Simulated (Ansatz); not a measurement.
# TlIrSe2: the cost of one run

Program: Ansatz 0.2.0. Level of theory: DFT PBE+U (U_eff = 6 eV on Ir d, around-mean-field double counting), plane waves, PAW, no spin–orbit coupling unless a run says so. These are calculated values, not measurements.

3 further runs of the same task are left out: 3 that didn't finish. Runs told in other sessions of the task aren't counted.

### 1 The structure to begin with

The structure is trigonal, space group R-3m (No. 166). The conventional cell has a = 4.048 Å, b = 4.048 Å, c = 22.045 Å, α = 90.00°, β = 90.00°, γ = 120.00°. Tl (site symmetry -3m) has 6 Se at 3.21 Å in its first shell of neighbours. Ir (site symmetry -3m) is surrounded by 6 Se at 2.76 Å. Around Se (site symmetry 3m) lie 3 Ir at 2.76 Å and 3 Tl at 3.21 Å.

Structure file:

```
CELL_PARAMETERS angstrom
2.02414 1.16864 7.34841
-2.02414 1.16864 7.34841
0.00000 -2.33728 7.34841
ATOMIC_POSITIONS crystal
Tl 0.50000 0.50000 0.50000
Ir 0.00000 0.00000 0.00000
Se 0.26670 0.26670 0.26670
Se 0.73330 0.73330 0.73330
```

Magnetic order typed: ferromagnetic.

An earlier series on this cell reached its lowest free state from «natural orbitals of the symmetric run, filled by rank», perhaps among other starts (it ended with site moments under 0.05 μB).

### 2 Random orbitals: drawn by pairs, first filling

The input, input.yaml:

```yaml
crystal:
  lattice:
    - [2.02414124, 1.16863849, 7.34840512]
    - [-2.02414124, 1.16863849, 7.34840512]
    - [0.0, -2.33727698, 7.34840512]
  atoms:
    - { symbol: Tl, position: [0.5, 0.5, 0.5] }
    - { symbol: Ir, position: [0.0, 0.0, 0.0], spin: 4.0 }
    - { symbol: Se, position: [0.2667, 0.2667, 0.2667] }
    - { symbol: Se, position: [0.7333, 0.7333, 0.7333] }
basis:
  ecutwfc: 420
  ecutrho_ratio: 4
kpoints:
  mp_grid: { grid: [6, 6, 6] }
hamiltonian:
  xc: pbe
  hubbard:
    sites:
      - { site: 1, l: d, u_eff: 6.0, starting_ns: [{ spin: up, occupation_matrix: s1up }, { spin: down, occupation_matrix: s1down }] }
    double_counting: amf
    occupation_matrices:
      s1up:
        matrix:
          - [0.97, 0.0, 0.0, 0.0, 0.0]
          - [0.0, 0.97, 0.0, 0.0, 0.0]
          - [0.0, 0.0, 0.97, 0.0, 0.0]
          - [0.0, 0.0, 0.0, 0.97, 0.0]
          - [0.0, 0.0, 0.0, 0.0, 0.97]
      s1down:
        matrix:
          - [0.02, 0.0, 0.0, 0.0, 0.0]
          - [0.0, 0.495, 0.0, 0.0, -0.475]
          - [0.0, 0.0, 0.02, 0.0, 0.0]
          - [0.0, 0.0, 0.0, 0.02, 0.0]
          - [0.0, -0.475, 0.0, 0.0, 0.495]
    ns_hold: { iters: 12 }
scf:
  occupations: { method: gaussian, width: 0.05 }
  lower_state_search: "off"
  max_iter: 150
output:
  forces: true
  stress: true
  eigenvalues: true
  populations: true
  hubbard: { sites: [{ site: 1, l: d }] }
magnetization:
  spin_polarized: true
```

The typed matrices put 0.97 on the chosen orbitals and 0.02 on the others, and are held for 12 cycles.

Run with:

```sh
ansatz run input.yaml --threads 2 --pin off --max-ram 3072MiB --backend cpu --events-out ev --progress --plain --runs-dir out
```

What time and memory should one allow on 2 threads of Intel Xeon Platinum 8175M at 2.50GHz (Skylake/Cascade Lake), shared host?

About 66 s, with a peak of 0.88 GiB.
